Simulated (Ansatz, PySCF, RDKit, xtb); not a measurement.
**Solving AlB2NH3, step by step**

Task: start from the formula AlB2NH3 (odd number of electrons), draw up candidate structures, narrow them down in stages, and characterise the one that lies lowest at 298.15 K.

The funnel: GFN2-xTB relaxations, single points with a density functional, relaxations at BLYP-D3(BJ)/def2-SVP, harmonic vibrations, and a last energy at a higher level. All values are calculated.

6 further runs of the same task are left out: 2 that didn't finish, 4 set aside as unsound or not needed.

### Step 1. Possible bonding patterns

A program enumerates the bonding patterns with one Lewis structure each (two rings at most, one unusual centre or charged pair), with their diastereomers. O–O, O–halogen and N–halogen bonds and N–N–N chains are not drawn. That gives 84 candidates, of which 3 could not be built in three dimensions.

c006 [BH2][AlH][B]=[N]; c010 B=[B-]1[NH2+][Al]1; c025 [B]1=[BH-][NH2+][Al]1; c030 [AlH2][B]1[B]N1; c045 B[N@]1[B][AlH]1; c065 [BH][AlH][N]=B; c077 [BH2][Al]1[BH][N]1; c083 [B]1[B]2[NH2+][Al@H-]12; c096 [AlH][B-]1=B[NH2+]1; c102 [B]=N[BH][AlH2]; c103 [AlH][B@@H-]1B=[NH+]1; c107 [B]1[N@@H+]2[BH][Al@H-]12; c125 N/B=[B]/[AlH]; c134 B#[N+][AlH2-][BH]; c135 [B]1[B@@H-]2[NH2+][Al]12; c159 [B]1=[NH+][BH2-][Al]1; c166 [BH]/N=[B]\[AlH2]; c171 N[B]1[B][AlH]1; c206 [BH][N@]1[BH][AlH]1; c216 B=[N][Al][BH2]; c228 [B]1[B]2[AlH2-][N@H+]12; c248 B[B]1[N][AlH]1; c256 N=B[BH][AlH]; c271 [B]=[N+]1[BH][AlH2-]1; c277 [BH]/N=[B]/[AlH2]; c278 B=[N+]1[BH2-][Al]1; c285 B=N[BH][AlH]; c293 [BH2-]1[B]2[Al][N@H+]12; c296 [BH]1N[BH][Al]1; c298 [NH2+]1[B]2[Al][B@H-]12; c319 [BH3-][N+]1=[B][Al]1; c329 [BH]1[N][BH][AlH]1; c342 B1[BH][Al][NH]1; c369 [B]=[B-]1[NH2+][AlH]1; c374 [B]=[B][AlH][NH2]; c393 B1[B@@H-]2[Al][N@H+]12; c400 B=B[NH][AlH]; c419 [AlH][B]1BN1; c421 [B]1B=[NH+][AlH2-]1; c468 [BH][B]1[NH][AlH]1; and 41 more.

Candidates are built by distance geometry, with a force field where one applies, in up to four conformers (letters a to d). 16 starts with atoms placed at random are added, to find patterns that the rules miss.

### Step 2. Search with GFN2-xTB

All 100 starts are relaxed the same way. One of them, c766 (atoms placed at random), in full:

Input file start.xyz:

```xyz
7
c766
Al    -0.906900    -1.702650     0.134010
B     -0.284130    -0.385690    -1.960030
B      1.459300     0.471570     0.935930
N      0.918830     1.092690    -1.103090
H      1.316840     0.069370    -0.568270
H      0.204500     0.541040    -1.936310
H      0.749560     1.398570     1.242390
```

Run with:

```console
xtb start.xyz --gfn 2 --opt --uhf 1
```

The log of the run, shortened:

```text
* xtb version 6.7.1
[...]
          :  # basis functions                  25          :
[...]
          :  # electrons                        17          :
[...]
          :  Hamiltonian                  GFN2-xTB          :
[...]
          :  net charge                          0          :
          :  unpaired electrons                  1          :
[...]
   *** convergence criteria satisfied after 45 iterations ***
[...]
   *** GEOMETRY OPTIMIZATION CONVERGED AFTER 33 ITERATIONS ***
[...]
   *** convergence criteria satisfied after 3 iterations ***
[...]
         ::                     SUMMARY                     ::
         :::::::::::::::::::::::::::::::::::::::::::::::::::::
         :: total energy              -7.865521858829 Eh    ::
         :: gradient norm              0.000757961979 Eh/a0 ::
         :: HOMO-LUMO gap              0.345500272620 eV    ::
         ::.................................................::
         :: SCC energy                -7.947270293191 Eh    ::
         :: -> isotropic ES            0.043085636245 Eh    ::
         :: -> anisotropic ES          0.002635745735 Eh    ::
         :: -> anisotropic XC         -0.003775979277 Eh    ::
         :: -> dispersion             -0.003306161713 Eh    ::
         :: repulsion energy           0.081748434362 Eh    ::
         :: add. restraining           0.000000000000 Eh    ::
         :: total charge              -0.000000000000 e     ::
         :::::::::::::::::::::::::::::::::::::::::::::::::::::
[...]
         9        0.9987           -0.2536136              -6.9012 (HOMO)
        10        0.0013           -0.2409167              -6.5557 (LUMO)
[...]
     #   Z          covCN         q      C6AA      α(0)
     1  13          2.181     0.085   143.219    27.213
     2   5          2.667     0.169    19.000     7.333
     3   5          2.668     0.169    18.998     7.332
     4   7          2.961    -0.284    27.318     7.763
     5   1          0.860     0.131     1.539     1.943
     6   1          0.935    -0.135     6.952     4.123
     7   1          0.935    -0.135     6.961     4.125
[...]
     #   Z sym  total        # sym  WBO       # sym  WBO       # sym  WBO
 ---------------------------------------------------------------------------
     1  13      2.068 --     3      0.923     2      0.923     4      0.132
     2   5      3.208 --     4      1.220     6      0.938     1      0.923
                             3      0.114
     3   5      3.209 --     4      1.220     7      0.938     1      0.923
                             2      0.114
     4   7      3.521 --     3      1.220     2      1.220     5      0.945
                             1      0.132
     5   1      0.982 --     4      0.945
     6   1      0.982 --     2      0.938
     7   1      0.982 --     3      0.938
 ---------------------------------------------------------------------------
[...]
molecular dipole:
                 x           y           z       tot (Debye)
 q only:       -0.377      -0.363       0.183
   full:        0.271       0.261      -0.133       1.015
molecular quadrupole (traceless):
[...]
          | TOTAL ENERGY               -7.865521858829 Eh   |
          | GRADIENT NORM               0.000757961979 Eh/α |
          | HOMO-LUMO GAP               0.345500272620 eV   |
           -------------------------------------------------
[...]
```

It took 0.13 s on 1 thread of Arm Neoverse V1, shared host.

### Step 3. Distinct minima at GFN2-xTB

98 of the 100 relaxations converged; 40 ended on a minimum already found. 58 distinct structures remain, the lowest 22 here:

| label | start | SMILES after | spin | energy (kcal/mol) | note |
| --- | --- | --- | --- | --- | --- |
| c077a | drawn | B=[N][Al][BH2] | doublet | 0.0 | bonds changed |
| c784b | drawn and random | [AlH][N]1BB1 | doublet | 0.5 | bonds changed |
| c507a | drawn | [AlH][N]1BB1 | doublet | 0.7 |  |
| c309 | random and drawn | B[B][N][AlH] | doublet | 1.5 |  |
| c976a | drawn | B[B][N][AlH] | doublet | 1.7 | bonds changed |
| c637a | drawn | [BH]/B=[N]\[AlH2] | doublet | 5.3 |  |
| c657a | drawn | [BH][N][B][AlH2] | doublet | 5.8 | bonds changed |
| c705a | drawn | B[N]1[BH][Al]1 | doublet | 9.0 |  |
| c892a | drawn | [Al][N]1[BH][BH2]1 ‡ | doublet | 11.1 | bonds changed |
| c045a | drawn | B[N][B][AlH] | doublet | 11.7 | bonds changed |
| c764 | random and drawn | B=N[BH][AlH] | doublet | 12.8 |  |
| c166a | drawn | B=[N+]1[BH2-][Al]1 | doublet | 13.1 | bonds changed |
| c808a | drawn | [AlH2][N]1[B]B1 | doublet | 16.0 |  |
| c255 | random | [BH][AlH][N]=B | doublet | 21.8 |  |
| c817a | drawn | [AlH2][B]1B[N]1 | doublet | 25.0 |  |
| c468a | drawn | [BH]1[B]2[NH][AlH]12 ‡ | doublet | 27.4 | bonds changed |
| c293a | drawn | B[B]1[NH][Al]1 | doublet | 30.0 | bonds changed |
| c400b | drawn | B[B][NH][Al] | doublet | 31.7 | bonds changed |
| c271a | drawn | [B]=[N+]1[BH][AlH2-]1 | doublet | 32.4 |  |
| c342a | drawn | [BH]1[BH][Al][NH]1 ‡ | doublet | 32.8 |  |
| c102a | drawn | [B]=N[BH][AlH2] | doublet | 33.7 |  |
| c006a | drawn | [B]=[N][AlH][BH2] | doublet | 33.8 | bonds changed |

‡ marks the bonded skeleton alone, with all bonds drawn single: no Lewis structure was assigned that passes a check against the bond lengths.

GFN2-xTB has no spin polarisation, so it can't rank spin states and is rough for open shells.

### Step 4. Single points on the low minima

A choice of the minima (the low ones first, few conformers of a pattern, up to a cap) and the lowest that fell apart get a single point at r2SCAN-D4/def2-SVP on the tight-binding geometry, and one at HF/STO-3G for comparison. Within 30 kcal/mol but not screened, among others: c293a. The first, c077a:

Input file input.yaml:

```yaml
crystal:
  periodic: [false, false, false]
  atoms:
    - symbol: Al
      position_ang: [-1.023508, -1.369554, -0.568805]
    - symbol: B
      position_ang: [-1.826293, -0.666897, 1.071689]
    - symbol: B
      position_ang: [0.288352, -2.402829, -3.149024]
    - symbol: N
      position_ang: [-0.254085, -1.979093, -2.082618]
    - symbol: H
      position_ang: [-1.569182, -1.256663, 2.062066]
    - symbol: H
      position_ang: [-2.854720, -0.102647, 0.937861]
    - symbol: H
      position_ang: [0.772685, -2.781871, -4.112590]
basis:
  gaussian: {orbitals: def2-SVP}
magnetization: {spin_polarized: true, initial_magnetization: 1}
hamiltonian: {xc: r2scan, dispersion: d4}
scf: {lower_state_search: "off"}
```

Run with:

```console
ansatz run input.yaml --threads 1 --pin off --max-ram 2610MiB --events-out events.jsonl --progress --plain --runs-dir runs
```

The log of the run, shortened:

```text
Warning: RAYON_NUM_THREADS=1 ignored (pool sized by the plan → 1); use --threads N
Functional definition: r2SCAN
  name "r2SCAN"
[...]
847 factors; their error is unknown
[...]
mean field -9480.36197585 eV, -348.3968765922 hartree, gradient 2.6e-6 eV, S^2 0.756230; 0 other end points of the search recorded, 0 dependent functions left out
reference -9480.36199025 eV, -348.3968771216 hartree; 17, 16 occupied and 58, 59 virtual orbitals, 847 factors
Total energy: -9480.39174930 eV, -348.3979707465 hartree
Checks for a lower state left out: stability, starts, cluster_reference, orbital_swaps, neighbouring_geometries, increment
```

It took 3.9 s on 1 thread of Arm Neoverse V1, shared host.

Relative energies in kcal/mol, each column from its lowest structure that stays in one piece:

| label | SMILES | spin | GFN2-xTB | HF/STO-3G | r2SCAN-D4/def2-SVP |
| --- | --- | --- | --- | --- | --- |
| c705a | B[N]1[BH][Al]1 | doublet | 9.0 | 4.7 | 0.0 |
| c784b | [AlH][N]1BB1 | doublet | 0.5 | 0.0 | 7.6 |
| c507a | [AlH][N]1BB1 | doublet | 0.7 | 0.8 | 8.4 |
| c166a | B=[N+]1[BH2-][Al]1 | doublet | 13.1 | 6.7 | 8.5 |
| c077a | B=[N][Al][BH2] | doublet | 0.0 | 20.5 | 10.5 |
| c976a | B[B][N][AlH] | doublet | 1.7 | 17.0 | 11.9 |
| c892a | [Al][N]1[BH][BH2]1 ‡ | doublet | 11.1 | 8.8 | 12.0 |
| c657a | [BH][N][B][AlH2] | doublet | 5.8 | 21.7 | 14.2 |
| c468a | [BH]1[B]2[NH][AlH]12 ‡ | doublet | 27.4 | 43.7 | 14.6 |
| c309 | B[B][N][AlH] | doublet | 1.5 | 36.0 | 19.9 |
| c764 | B=N[BH][AlH] | doublet | 12.8 | 38.0 | 21.3 |
| c817a | [AlH2][B]1B[N]1 | doublet | 25.0 | 23.8 | 27.1 |
| c808a | [AlH2][N]1[B]B1 | doublet | 16.0 | 12.3 | 28.5 |
| c637a | [BH]/B=[N]\[AlH2] | doublet | 5.3 | 29.0 | 28.9 |
| c255 | [BH][AlH][N]=B | doublet | 21.8 | 29.9 | 32.3 |
| c045a | B[N][B][AlH] | doublet | 11.7 | 51.1 | 34.4 |
| c784a | [AlH].[B][N]B | doublet | 61.5 | 84.7 | 63.3 |

‡ marks the bonded skeleton alone, with all bonds drawn single: no Lewis structure was assigned that passes a check against the bond lengths.

Measured from c705a, GFN2-xTB misplaces c637a by 33 kcal/mol against r2SCAN-D4/def2-SVP, so minima dropped on its energies alone could hide the lowest isomer.

### Step 5. Third filter: density-functional geometries

6 candidates are relaxed at BLYP-D3(BJ)/def2-SVP (chosen among the lowest in one piece). The first, c705a:

Input file input.yaml:

```yaml
crystal:
  periodic: [false, false, false]
  atoms:
    - {symbol: Al, position_ang: [-0.710143, -0.321056, -2.736150]}
    - {symbol: B, position_ang: [-1.201468, -1.144265, 0.282878]}
    - {symbol: B, position_ang: [-0.598350, -2.245295, -2.036141]}
    - {symbol: "N", position_ang: [-0.909468, -1.318629, -1.072499]}
    - {symbol: H, position_ang: [-2.320772, -1.173233, 0.646946]}
    - {symbol: H, position_ang: [-0.332103, -0.905585, 1.040103]}
    - {symbol: H, position_ang: [-0.459654, -3.403648, -1.970086]}
basis:
  gaussian: {orbitals: def2-SVP}
total_charge: 0
magnetization: {spin_polarized: true, initial_magnetization: 1}
hamiltonian: {xc: {name: BLYP}, dispersion: d3bj}
relax: {f_tol: 0.003}
```

Run with:

```console
ansatz run input.yaml --threads 1 --pin off --max-ram 2610MiB --events-out events.jsonl --progress --plain --runs-dir runs
```

The log of the run, shortened:

```text
Warning: RAYON_NUM_THREADS=1 ignored (pool sized by the plan → 1); use --threads N
[...]
Functional definition: BLYP
  name "BLYP"
[...]
847 factors; their error is unknown
[...]
mean field -9482.29391855 eV, -348.4678741770 hartree, gradient 5.9e-5 eV, S^2 0.758659; 1 other end points of the search recorded, 0 dependent functions left out
[...]
reference -9482.29423355 eV, -348.4678857533 hartree; 17, 16 occupied and 58, 59 virtual orbitals, 847 factors
relax step   1: F+E_penalty+E_count = -9482.59896246 eV  Δ(F+E_penalty+E_count) = +0.000e0 eV  max|allowed force component| = 9.771e-1 eV/Å  Δτ_max = 0.0000 Å  (40 SCF iters, accepted)
[...]
relax step   4: F+E_penalty+E_count = -9482.87563734 eV  Δ(F+E_penalty+E_count) = -1.086e-1 eV  max|allowed force component| = 1.349e0 eV/Å  Δτ_max = 0.2000 Å  (37 SCF iters, accepted)
[...]
mean field -9482.64657809 eV, -348.4808341761 hartree, gradient 8.0e-5 eV, S^2 0.755409; 1 other end points of the search recorded, 0 dependent functions left out
[...]
reference -9482.64689869 eV, -348.4808459578 hartree; 17, 16 occupied and 58, 59 virtual orbitals, 847 factors
Total energy: -9482.96067137 eV, -348.4923768911 hartree
Atom 0 at    -0.801694    -0.217592    -2.354087 Å, force     0.000086    -0.001494     0.000545 eV/Å
Atom 1 at    -1.215630    -1.048359     0.292398 Å, force     0.000832     0.001053     0.000330 eV/Å
Atom 2 at    -0.584438    -2.485562    -1.943883 Å, force     0.000398     0.002789    -0.001688 eV/Å
Atom 3 at    -0.887644    -1.809311    -0.858307 Å, force    -0.000991    -0.000647     0.001216 eV/Å
Atom 4 at    -2.383735    -0.863316     0.572009 Å, force    -0.000228     0.000026     0.000126 eV/Å
Atom 5 at    -0.323543    -0.591437     0.979716 Å, force    -0.000370    -0.000599    -0.000696 eV/Å
Atom 6 at    -0.335275    -3.496134    -2.532796 Å, force     0.000273    -0.001128     0.000168 eV/Å
Dipole moment:     0.062768    -0.022420    -0.302628 e Å
```

Run time: 49 s. Hardware: 1 thread of Arm Neoverse V1, shared host.

Energy change by step (eV): 0.0000, -0.1093, -0.1681, -0.2767, -0.3192, -0.3443, -0.3449, -0.3551, -0.3586, -0.3611, -0.3613, -0.3613, -0.3614, -0.3614.

After the run. Bond lengths: Al1–B3 2.315 Å, B2–N4 1.418 Å, B3–N4 1.314 Å, B2–H5 1.215 Å, B2–H6 1.215 Å, B3–H7 1.196 Å. Angles: Al1–B3–N4 67.7°, B2–N4–B3 178.5°, Al1–B3–H7 139.5°, N4–B3–H7 152.8°, N4–B2–H5 119.4°, N4–B2–H6 119.4°, H5–B2–H6 121.2°.

### Step 6. The relaxed candidates

| label | spin | r2SCAN-D4/def2-SVP (kcal/mol) | BLYP-D3(BJ)/def2-SVP, relaxed (kcal/mol) | time | note |
| --- | --- | --- | --- | --- | --- |
| c705a | doublet | 0.0 | 0.0 | 49 s |  |
| c166a | doublet | 8.5 | 0.0 | 47 s | same minimum as c705a |
| c077a | doublet | 10.5 | 14.8 | 40 s |  |
| c976a | doublet | 11.9 | 15.4 | 27 s |  |
| c507a | doublet | 8.4 | 16.4 | 76 s | same minimum as c784b |
| c784b | doublet | 7.6 | 16.4 | 66 s |  |

c705a: Bond lengths: Al1–B3 2.315 Å, B2–N4 1.418 Å, B3–N4 1.314 Å, B2–H5 1.215 Å, B2–H6 1.215 Å, B3–H7 1.196 Å. Angles: Al1–B3–N4 67.7°, B2–N4–B3 178.5°, Al1–B3–H7 139.5°, N4–B3–H7 152.8°, N4–B2–H5 119.4°, N4–B2–H6 119.4°, H5–B2–H6 121.2°.

c166a: Bond lengths: Al1–B2 2.314 Å, B2–N4 1.315 Å, B3–N4 1.418 Å, B2–H5 1.196 Å, B3–H6 1.215 Å, B3–H7 1.215 Å. Angles: Al1–B2–N4 67.7°, B2–N4–B3 178.5°, Al1–B2–H5 139.5°, N4–B2–H5 152.7°, N4–B3–H6 119.4°, N4–B3–H7 119.4°, H6–B3–H7 121.2°.

c077a: Bond lengths: Al1–B2 2.022 Å, Al1–N4 1.783 Å, B3–N4 1.272 Å, B2–H5 1.213 Å, B2–H6 1.213 Å, B3–H7 1.185 Å. Angles: B2–Al1–N4 162.1°, Al1–N4–B3 178.8°, Al1–B2–H5 117.7°, Al1–B2–H6 117.8°, N4–B3–H7 179.8°, H5–B2–H6 122.8°.

c976a: Bond lengths: B2–B3 1.652 Å, Al1–N4 1.784 Å, B2–N4 1.286 Å, Al1–H5 1.610 Å, B3–H6 1.213 Å, B3–H7 1.213 Å. Angles: B3–B2–N4 178.6°, Al1–N4–B2 171.2°, B2–B3–H6 121.0°, B2–B3–H7 121.0°, N4–Al1–H5 119.8°, H6–B3–H7 118.0°.

### Step 7. Harmonic analysis of the finalists

The lowest few in one piece go on as finalists (c784b drops out). Harmonic vibrations at BLYP-D3(BJ)/def2-SVP test each finalist and give the zero-point energy and the thermal terms. The first, c705a:

Input file input.yaml:

```yaml
crystal:
  periodic: [false, false, false]
  atoms:
    - {symbol: Al, position_ang: [-0.801694, -0.217592, -2.354087]}
    - {symbol: B, position_ang: [-1.215630, -1.048359, 0.292398]}
    - {symbol: B, position_ang: [-0.584438, -2.485562, -1.943883]}
    - {symbol: N, position_ang: [-0.887644, -1.809311, -0.858307]}
    - {symbol: H, position_ang: [-2.383735, -0.863316, 0.572009]}
    - {symbol: H, position_ang: [-0.323543, -0.591437, 0.979716]}
    - {symbol: H, position_ang: [-0.335275, -3.496134, -2.532796]}
basis:
  gaussian: {orbitals: def2-SVP}
magnetization: {spin_polarized: true, initial_magnetization: 1}
hamiltonian: {xc: {name: BLYP}, dispersion: d3bj}
scf: {lower_state_search: "off"}
phonons: {}
```

Run with:

```console
ansatz run input.yaml --threads 1 --pin off --max-ram 2610MiB --events-out events.jsonl --progress --plain --runs-dir runs
```

The log of the run, shortened:

```text
Warning: RAYON_NUM_THREADS=1 ignored (pool sized by the plan → 1); use --threads N
[... 2 set-up lines as earlier in the session ...]
[...]
847 factors; their error is unknown
[...]
mean field -9482.64657702 eV, -348.4808341370 hartree, gradient 4.1e-6 eV, S^2 0.755409; 0 other end points of the search recorded, 0 dependent functions left out
[...]
reference -9482.64689697 eV, -348.4808458947 hartree; 17, 16 occupied and 58, 59 virtual orbitals, 847 factors
[...]
847 factors; their error is unknown
mean field -9482.64658577 eV, -348.4808344583 hartree, gradient 1.5e-6 eV, S^2 0.755411; 0 other end points of the search recorded, 0 dependent functions left out
[...]
reference -9482.64690572 eV, -348.4808462162 hartree; 17, 16 occupied and 58, 59 virtual orbitals, 847 factors
[...]
847 factors; their error is unknown
[...]
Total energy: -9482.96066963 eV, -348.4923768273 hartree
Atom 0 at    -0.801694    -0.217592    -2.354087 Å, force     0.000082    -0.001485     0.000551 eV/Å
Atom 1 at    -1.215630    -1.048359     0.292398 Å, force     0.000839     0.001074     0.000326 eV/Å
Atom 2 at    -0.584438    -2.485562    -1.943883 Å, force     0.000416     0.002733    -0.001747 eV/Å
Atom 3 at    -0.887644    -1.809311    -0.858307 Å, force    -0.001005    -0.000635     0.001258 eV/Å
Atom 4 at    -2.383735    -0.863316     0.572009 Å, force    -0.000231     0.000024     0.000128 eV/Å
Atom 5 at    -0.323543    -0.591437     0.979716 Å, force    -0.000371    -0.000599    -0.000693 eV/Å
Atom 6 at    -0.335275    -3.496134    -2.532796 Å, force     0.000270    -0.001112     0.000177 eV/Å
Dipole moment:     0.062767    -0.022422    -0.302627 e Å
Vibrations: 118.38 204.57 283.87 299.80 361.28 634.57 637.10 894.01 913.95 967.54 1203.57 1615.31 2480.91 2565.46 2679.45 cm⁻¹, zero-point energy 0.983180 eV
Checks for a lower state left out: stability, starts, cluster_reference, orbital_swaps, neighbouring_geometries, increment
```

Run time: 73 s. Hardware: 1 thread of Arm Neoverse V1, shared host.

### Step 8. Thermal terms of the finalists

At 298.15 K and 1 atm, ideal gas, rigid rotor and harmonic oscillator:

| label | SMILES | spin | point group | lowest mode (cm⁻¹) | zero-point (kcal/mol) | G − E (kcal/mol) |
| --- | --- | --- | --- | --- | --- | --- |
| c705a | B[N]1[BH][Al]1 | doublet | Cs | 118 | 22.7 | 4.5 |
| c077a | B=[N][Al][BH2] | doublet | Cs | 68 | 21.6 | 3.1 |
| c976a | B[B][N][AlH] | doublet | Cs | 108 | 20.8 | 2.5 |

### Step 9. Last filter: a higher level

Single points at CCSD(T)/def2-SVP + MP2/def2-TZVPP - MP2/def2-SVP on the refined geometries decide the order.

c705a, CCSD(T)/def2-SVP:

input.yaml: that of step 7 with these lines changed.

```diff
@@ -13,4 +13,3 @@
 magnetization: {spin_polarized: true, initial_magnetization: 1}
-hamiltonian: {xc: {name: BLYP}, dispersion: d3bj}
-scf: {lower_state_search: "off"}
-phonons: {}
+correlation: {method: ccsd_t, frozen_orbitals: {H: 0, "N": 1, Al: 5, B: 1}}
+scf: {omitted_lower_state_checks: [cluster_reference]}
```

Run with:

```console
ansatz run input.yaml --threads 1 --pin off --max-ram 2610MiB --events-out events.jsonl --progress --plain --runs-dir runs
```

The log of the run, shortened:

```text
Warning: RAYON_NUM_THREADS=1 ignored (pool sized by the plan → 1); use --threads N
Functional definition: HF
  name "HF"
[...]
743 factors; integrals over basis functions are off by at most 9.8e-4 eV
[...]
mean field -9451.00887652 eV, -347.3181700882 hartree, gradient 2.0e-6 eV, S^2 0.811306; 2 other end points of the search recorded, 0 dependent functions left out
8 core orbitals not correlated: weight in the atoms' cores, before any rotation towards them, 1.000 or more for the frozen orbitals, at most 0.000 for the correlated occupied ones
reference -9451.00887652 eV, -347.3181700882 hartree; 9, 8 occupied and 58, 59 virtual orbitals, 743 factors
second order -10.13578744 eV of doubles, -0.00000000 eV of singles
cycle   1  -10.62265489 eV  change   -4.9e-1 eV  update   1.1e-1
[...]
cycle  13  -11.20844288 eV  change   -1.7e-5 eV  update   1.1e-5
perturbative correction -0.46268876 eV, -0.0170034982 hartree
Total energy: -9462.68000816 eV, -347.7470762648 hartree
Checks for a lower state left out: cluster_reference
```

Run time: 8.1 s. Hardware: 1 thread of Arm Neoverse V1, shared host.

[end of part 1 of 2]
